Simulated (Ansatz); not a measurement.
# C3H10MoN2O: small, medium and large basis sets

An exercise on one series of results from a longer session: the logs are not shown, and one member is left open.

Computed with Ansatz 0.2.0, Gaussian basis. Level: one geometry, several basis sets.

The runs, in order: PBE0-D4/def2-SVP; ωB97M-V/def2-SVP; PBE0-D4/def2-QZVPP; ωB97M-V/def2-QZVPP; the functionals' def2-TZVPP values are taken from earlier runs.

## Structure used throughout

An earlier PBE0-D4 in a triple-zeta def2 set relaxation fixed the geometry. Mo takes the def2 core potential; no spin-orbit term is included.

SMILES `C[N]=[Mo]([CH3])([OH])=[N]C`, 17 atoms, charge 0, spin multiplicity 1.

Atoms are counted from 1 here; the program's logs count them from 0.

Bond lengths: C1–N2 1.417 Å, C1–H8 1.096 Å, C1–H9 1.096 Å, C1–H10 1.096 Å, N2–Mo3 1.726 Å, Mo3–C4 2.120 Å, Mo3–O5 1.906 Å, Mo3–N6 1.727 Å, C4–H11 1.094 Å, C4–H12 1.091 Å, C4–H13 1.094 Å, O5–H14 0.959 Å, N6–C7 1.419 Å, C7–H15 1.096 Å, C7–H16 1.096 Å, C7–H17 1.096 Å. Angles: N2–C1–H8 112.0°, N2–C1–H9 109.8°, N2–C1–H10 110.9°, H8–C1–H9 107.9°, H8–C1–H10 108.5°, H9–C1–H10 107.6°, C1–N2–Mo3 162.0°, N2–Mo3–C4 103.1°, N2–Mo3–O5 112.8°, N2–Mo3–N6 110.3°, C4–Mo3–O5 112.9°, C4–Mo3–N6 103.2°, O5–Mo3–N6 113.7°, Mo3–C4–H11 108.6°, Mo3–C4–H12 112.3°, Mo3–C4–H13 108.9°, H11–C4–H12 108.7°, H11–C4–H13 109.6° and more.

Coordinates:

```xyz
17
C3H10MoN2O
C     2.1568    0.3724    1.4806
N     1.4302    0.1467    0.2851
Mo    0.1538    0.0953   -0.8759
C    -0.0343   -1.9749   -1.2929
O     0.5271    1.1343   -2.4291
N    -1.3535    0.4841   -0.1269
C    -2.2321    0.8631    0.9214
H     1.4972    0.6066    2.3238
H     2.7300   -0.5245    1.7405
H     2.8680    1.1966    1.3564
H     0.8968   -2.3243   -1.7492
H    -0.2255   -2.5625   -0.3942
H    -0.8631   -2.1217   -1.9918
H    -0.1244    1.7196   -2.8196
H    -3.0006    0.0947    1.0605
H    -2.7419    1.8020    0.6792
H    -1.7034    0.9919    1.8723
```

Set-up of the first run:

in.yaml

```yaml
crystal:
  periodic: [false, false, false]
  atoms:
    - {symbol: C, position_ang: [2.156813, 0.372400, 1.480570]}
    - {symbol: N, position_ang: [1.430210, 0.146656, 0.285103]}
    - {symbol: Mo, position_ang: [0.153806, 0.095341, -0.875862]}
    - {symbol: C, position_ang: [-0.034282, -1.974931, -1.292939]}
    - {symbol: O, position_ang: [0.527113, 1.134337, -2.429056]}
    - {symbol: N, position_ang: [-1.353507, 0.484137, -0.126919]}
    - {symbol: C, position_ang: [-2.232115, 0.863058, 0.921382]}
    - {symbol: H, position_ang: [1.497154, 0.606641, 2.323757]}
    - {symbol: H, position_ang: [2.729952, -0.524483, 1.740546]}
    - {symbol: H, position_ang: [2.867969, 1.196624, 1.356395]}
    - {symbol: H, position_ang: [0.896756, -2.324340, -1.749231]}
    - {symbol: H, position_ang: [-0.225458, -2.562507, -0.394162]}
    - {symbol: H, position_ang: [-0.863148, -2.121652, -1.991806]}
    - {symbol: H, position_ang: [-0.124358, 1.719610, -2.819587]}
    - {symbol: H, position_ang: [-3.000593, 0.094749, 1.060502]}
    - {symbol: H, position_ang: [-2.741930, 1.801987, 0.679204]}
    - {symbol: H, position_ang: [-1.703382, 0.991875, 1.872303]}
basis:
  gaussian: {orbitals: def2-SVP}
hamiltonian: {xc: pbe0, dispersion: d4}
output: {orbitals: {seedname: orbitals}}
```

Steps of the session up to this table: PBE0-D4 in def2-SVP; ωB97M-V in def2-SVP; PBE0-D4 in def2-QZVPP; ωB97M-V in def2-QZVPP.

One of the session's tables, all rows but one given; the rest of the session is left out.

It belongs to the step «Density functionals: the series». 

| functional | basis | HOMO (eV) |
| --- | --- | --- |
| PBE0-D4 | def2-SVP | -6.77 |
| PBE0-D4 | def2-TZVPP | -6.84 |
| PBE0-D4 | def2-QZVPP | -6.86 |
| ωB97M-V | def2-SVP | -8.98 |
| ωB97M-V | def2-TZVPP | ? |
| ωB97M-V | def2-QZVPP | -9.08 |

Estimate the missing values for ωB97M-V, def2-TZVPP.

The run gave: HOMO (eV): -9.06. In the column «HOMO (eV)» it lies between ωB97M-V, def2-QZVPP (-9.08) and ωB97M-V, def2-SVP (-8.98).
